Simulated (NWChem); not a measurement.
# UCISD/jorge-DZP run of GeH2 (SMILES [GeH2])

Aim: the vertical ionisation energy of GeH2 at UCISD/jorge-DZP, from 2 runs. 

The calculation is run with NWChem 7.3.0.

2 further runs of the same task are left out: 2 set aside as unsound or not needed.

## Step 1: The molecule

The species is GeH2 (3 atoms), meant as a singlet with charge 0. SMILES: `[GeH2]`. Geometry: relaxed at PBE0-D4/def2-TZVP.

Bond lengths: Ge1–H2 1.595 Å, Ge1–H3 1.594 Å. Angles: H2–Ge1–H3 90.6°.

## Step 2: The energy at UCISD/jorge-DZP

Contents of a.nw:

```
start a
title "GeH2"
memory 2200 mb

geometry noautosym nocenter noautoz
   Ge      -0.570100       0.405100      -0.263700
   H        0.783000       0.743600       0.509000
   H       -0.212900      -1.148700      -0.245300
end

basis spherical bse
   Ge library jorge-DZP
   H library jorge-DZP
end

scf
   uhf
   thresh 1e-06
   maxiter 60
   direct
end

tce
   scf
   cisd
   freeze core 9
   maxiter 100
end

task tce energy
```

On the command line:

```sh
$ nwchem a.nw > a.out
```

Log:

```text
[...]
  functions       =    53
[...]
  wavefunction    = UHF
[...]
         Total SCF energy =  -2076.400066031095
      One electron energy =  -2939.115139686328
      Two electron energy =    841.241370071756
 Nuclear repulsion energy =     21.473703583477
                       Sz =      0.0000
                 Sz(Sz+1) =      0.0000
                      S^2 =     -0.0000
[...]
         Wavefunction type : Unrestricted Hartree-Fock
          No. of electrons :    34
[...]
         Spin multiplicity : singlet
[...]
```

Wall time 9.3 s (1 thread of Intel Xeon at 2.80GHz (Skylake/Cascade Lake), shared host); peak memory 0.25 GiB.

## Step 3: The doublet cation at the same level

Contents of run.nw:

```
start run
memory 2200 mb
charge 1

geometry units angstroms noautosym nocenter noautoz
   Ge      -0.570100       0.405100      -0.263700
   H        0.783000       0.743600       0.509000
   H       -0.212900      -1.148700      -0.245300
end

basis spherical bse
   * library jorge-DZP
end

scf
   doublet
   uhf
   thresh 1e-06
   maxiter 80
   direct
   print medium
end

tce
   scf
   cisd
   freeze core 9
   maxiter 100
end

task tce
```

On the command line:

```sh
$ nwchem run.nw > run.out
```

Log:

```text
[...]
  functions       =    53
[...]
  wavefunction    = UHF
[...]
         Total SCF energy =  -2076.086624257779
      One electron energy =  -2928.155126482157
      Two electron energy =    830.594798640902
 Nuclear repulsion energy =     21.473703583477
                       Sz =      0.5000
                 Sz(Sz+1) =      0.7500
                      S^2 =      0.7601
[...]
         Wavefunction type : Unrestricted Hartree-Fock
          No. of electrons :    33
[...]
         Spin multiplicity : doublet
[...]
```

Wall time 12 s (1 thread of Intel Xeon at 2.80GHz (Skylake/Cascade Lake), shared host); peak memory 0.25 GiB.

## Step 4: What came out

At UCISD/jorge-DZP, 9 core orbitals frozen:

| quantity | value |
| --- | --- |
| singlet GeH2: total energy | -2076.72987 Eh |
| singlet GeH2: HOMO energy (Hartree–Fock orbitals) | -9.17 eV |
| singlet GeH2: LUMO energy (Hartree–Fock orbitals) | 0.23 eV |
| singlet GeH2: HOMO–LUMO gap (Hartree–Fock orbitals) | 9.40 eV |
| singlet GeH2: correlation energy (9 core orbitals frozen) | -329.8 mEh |
| doublet cation: total energy | -2076.40161 Eh |
| doublet cation: HOMO energy (Hartree–Fock orbitals) (highest over α and β) | -18.45 eV |
| doublet cation: LUMO energy (Hartree–Fock orbitals) (lowest over α and β) | -7.93 eV |
| doublet cation: correlation energy (9 core orbitals frozen) | -315.0 mEh |
| vertical ionisation energy (to the doublet cation) | 8.932 eV |

**Reading.** Removing an electron at fixed nuclei costs 8.93 eV (862 kJ/mol). Mulliken charges (singlet GeH2) run from -0.25 on H2 to +0.50 on Ge1; they depend strongly on the basis.
